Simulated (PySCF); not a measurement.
# CH6Cl2GaN: the cost of one run

Programs: PySCF 2.14.0, with density-fitted response routines of our own. Each step states its level of theory. These are calculated values for one molecule in the gas phase, unless marked as measured. Atoms count from 0, in the outputs and in this text.

## Step 1: Starting geometry

11 atoms, charge 0, multiplicity 1; geometry from: GFN2-xTB. The atoms were then displaced at random by about 0.01 Å, so the start is not that level's minimum.

Bonds of the start (Å): C0–Ga1 2.06, Ga1–N2 2.30, Ga1–Cl3 2.12, Ga1–Cl4 2.10, C0–H5 1.07, C0–H6 1.09, C0–H7 1.08, N2–H8 1.01, N2–H9 1.03, N2–H10 1.00.

## Step 2: Geometry optimisation at PBE0-D3(BJ)/def2-SVP

Job settings and geometry (Å):

```
{"job": {"xc": "PBE0", "basis": "def2-SVP", "d3": "d3bj", "grid": 1, "shake": 0.01, "kind": "geom"}, "charge": 0, "multiplicity": 1}
C      1.649120    -0.569470     0.387870
Ga     0.230510     0.912950     0.161480
N     -1.587290    -0.336220    -0.478320
Cl     0.305370     2.155910    -1.552350
Cl    -0.669050     1.766170     1.860870
H      1.312430    -1.255960     1.141780
H      2.597700    -0.128310     0.696910
H      1.803210    -1.063510    -0.564170
H     -2.334070     0.329690    -0.588230
H     -1.849570    -1.004950     0.253890
H     -1.420240    -0.832130    -1.335400
```

Launch:

```console
> OMP_NUM_THREADS=1 python probes_run.py task.json out
```

One launch serves the whole session: the jobs run in the order shown.

Q: Estimate the wall time and peak memory of this first job on 1 thread of Arm Neoverse N1, shared host.

About 55 s, with a peak of 0.54 GiB.
